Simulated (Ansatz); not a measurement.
# GeNH5: small, medium and large basis sets

One table from this session's results is given with a row withheld; the runs are named, their logs left out.

The runs use Ansatz 0.2.0, Gaussian basis; one geometry, several basis sets.

The runs, in order: PBE0-D4/def2-SVP; ωB97M-V/def2-SVP; PBE0-D4/def2-QZVPP; ωB97M-V/def2-QZVPP; the functionals' def2-TZVPP values are taken from earlier runs.

## The relaxed structure

All runs share one geometry, relaxed beforehand with PBE0-D4 in a triple-zeta def2 set.

SMILES `[NH2][GeH3]`, 7 atoms, charge 0, spin multiplicity 1.

Atoms are counted from 1 here; the program's logs count them from 0.

Bond lengths: N1–Ge2 1.843 Å, N1–H3 1.011 Å, N1–H4 1.011 Å, Ge2–H5 1.536 Å, Ge2–H6 1.548 Å, Ge2–H7 1.536 Å. Angles: Ge2–N1–H3 113.7°, Ge2–N1–H4 113.6°, H3–N1–H4 108.0°, N1–Ge2–H5 106.8°, N1–Ge2–H6 114.5°, N1–Ge2–H7 106.9°, H5–Ge2–H6 108.8°, H5–Ge2–H7 111.1°, H6–Ge2–H7 108.7°.

Set-up of the first run:

The input, in.yaml:

```yaml
crystal:
  periodic: [false, false, false]
  atoms:
    - {symbol: N, position_ang: [-0.107493, -1.162228, -0.096976]}
    - {symbol: Ge, position_ang: [0.157772, 0.661452, -0.112102]}
    - {symbol: H, position_ang: [0.362843, -1.634311, 0.663437]}
    - {symbol: H, position_ang: [-1.082494, -1.429024, -0.075358]}
    - {symbol: H, position_ang: [-0.576487, 1.207673, -1.345753]}
    - {symbol: H, position_ang: [-0.365131, 1.397185, 1.145230]}
    - {symbol: H, position_ang: [1.672390, 0.891352, -0.224180]}
basis:
  gaussian: {orbitals: def2-SVP}
hamiltonian: {xc: pbe0, dispersion: d4}
output: {orbitals: {seedname: orbitals}}
```

Among the steps run: PBE0-D4 in def2-SVP; ωB97M-V in def2-SVP; PBE0-D4 in def2-QZVPP; ωB97M-V in def2-QZVPP.

One of the session's tables, all rows but one given; the rest of the session is left out.

It belongs to the step «Density functionals: the series». 

| functional | basis | HOMO (eV) | LUMO (eV) |
| --- | --- | --- | --- |
| PBE0-D4 | def2-SVP | -7.10 | 0.88 |
| PBE0-D4 | def2-TZVPP | -7.33 | 0.42 |
| PBE0-D4 | def2-QZVPP | -7.37 | 0.14 |
| ωB97M-V | def2-SVP | -9.42 | 2.66 |
| ωB97M-V | def2-TZVPP | ? | ? |
| ωB97M-V | def2-QZVPP | -9.72 | 1.51 |

**Question.** Estimate the row for ωB97M-V, def2-TZVPP.

The run gave: HOMO (eV): -9.68; LUMO (eV): 1.98. In the column «HOMO (eV)» it lies between ωB97M-V, def2-QZVPP (-9.72) and ωB97M-V, def2-SVP (-9.42).
